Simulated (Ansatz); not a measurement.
# CH₃NOSi: up Jacob's ladder to CCSD(T)

An exercise on one series of results from a longer session: the logs are not shown, and one member is left open.

Computed with Ansatz 0.2.0, Gaussian basis. Level: functionals in def2-TZVPP, the program's frozen cores in correlated methods.

Levels to be run: LDA (SPW92), PBE-D4, revPBE-D4, BLYP-D4, r2SCAN-D4, B97M-V, PBE0-D4, B3LYP-D4, r2SCANh-D4, r2SCAN0-D4, HSE06-D4, BHLYP-D4, CAM-B3LYP-D4, LC-ωPBE, ωB97X-V, ωB97M-V, B2PLYP, PBE-QIDH; CCSD(T)/def2-SVP; CCSD(T)/def2-TZVPP; MP2/def2-QZVPP; extrapolation to the limit; RPA on PBE.

### The geometry

An earlier PBE0-D4 in a triple-zeta def2 set relaxation fixed the geometry.

SMILES `O=C1N[SiH2]1`, 7 atoms, charge 0, spin multiplicity 1.

Atoms are counted from 1 here; the program's logs count them from 0.

Bond lengths: O1–C2 1.195 Å, C2–N3 1.356 Å, C2–Si4 1.871 Å, N3–Si4 1.741 Å, N3–H5 1.013 Å, Si4–H6 1.483 Å, Si4–H7 1.483 Å. Angles: O1–C2–N3 137.1°, O1–C2–Si4 159.9°, N3–C2–Si4 63.0°, C2–N3–Si4 73.1°, C2–N3–H5 130.4°, Si4–N3–H5 156.5°, C2–Si4–N3 43.9°, C2–Si4–H6 124.3°, C2–Si4–H7 124.3°, N3–Si4–H6 117.1°, N3–Si4–H7 117.1°, H6–Si4–H7 110.7°.

The first run:

File in.yaml:

```yaml
crystal:
  periodic: [false, false, false]
  atoms:
    - {symbol: O, position_ang: [-1.110295, -1.979368, 0.119265]}
    - {symbol: C, position_ang: [-0.528431, -0.938820, 0.044467]}
    - {symbol: N, position_ang: [0.528862, -0.345489, 0.652053]}
    - {symbol: Si, position_ang: [-0.071785, 0.781136, -0.531912]}
    - {symbol: H, position_ang: [1.136140, -0.681917, 1.389100]}
    - {symbol: H, position_ang: [-0.695742, 2.027291, -0.023465]}
    - {symbol: H, position_ang: [0.802551, 1.069266, -1.695208]}
basis:
  gaussian: {orbitals: def2-TZVPP}
hamiltonian: {xc: lda}
output: {orbitals: {seedname: orbitals}}
```

Run with:

```bash
ansatz run in.yaml --threads 2 --pin off --events-out ev --progress --plain --max-ram 4352MiB
```

Steps of the session up to this table: LDA; PBE-D4 (GGA); revPBE-D4 (GGA); BLYP-D4 (GGA); r2SCAN-D4 (meta-GGA); B97M-V (meta-GGA); PBE0-D4 (hybrid); B3LYP-D4 (hybrid); r2SCANh-D4 (hybrid); r2SCAN0-D4 (hybrid); HSE06-D4 (hybrid); BHLYP-D4 (hybrid); CAM-B3LYP-D4 (range-separated); LC-ωPBE (range-separated); ωB97X-V (range-separated); ωB97M-V (range-separated); B2PLYP (double hybrid); PBE-QIDH (double hybrid).

One of the session's tables, all rows but one given; the rest of the session is left out.

It belongs to the step «Frontier levels by functional». 

```
  functional  HOMO (eV)  gap (eV)
 LDA (SPW92)      -5.75      3.69
      PBE-D4      -5.59      3.71
   revPBE-D4      -5.53      3.73
     BLYP-D4      -5.48      3.68
   r2SCAN-D4      -5.81      4.20
      B97M-V      -5.92      4.17
     PBE0-D4      -6.86      5.78
    B3LYP-D4      -6.65      5.33
  r2SCANh-D4      -6.29      4.96
  r2SCAN0-D4      -7.03      6.11
    HSE06-D4      -6.47      5.01
    BHLYP-D4      -8.09      7.81
CAM-B3LYP-D4      -8.18      8.07
     LC-ωPBE      -9.42     10.49
     ωB97X-V          ?         ?
     ωB97M-V      -9.04      9.70
```

**Question.** Estimate the row for ωB97X-V.

**Answer.** HOMO (eV): -9.12; gap (eV): 10.06. In the column «HOMO (eV)» it lies between LC-ωPBE (-9.42) and ωB97M-V (-9.04).
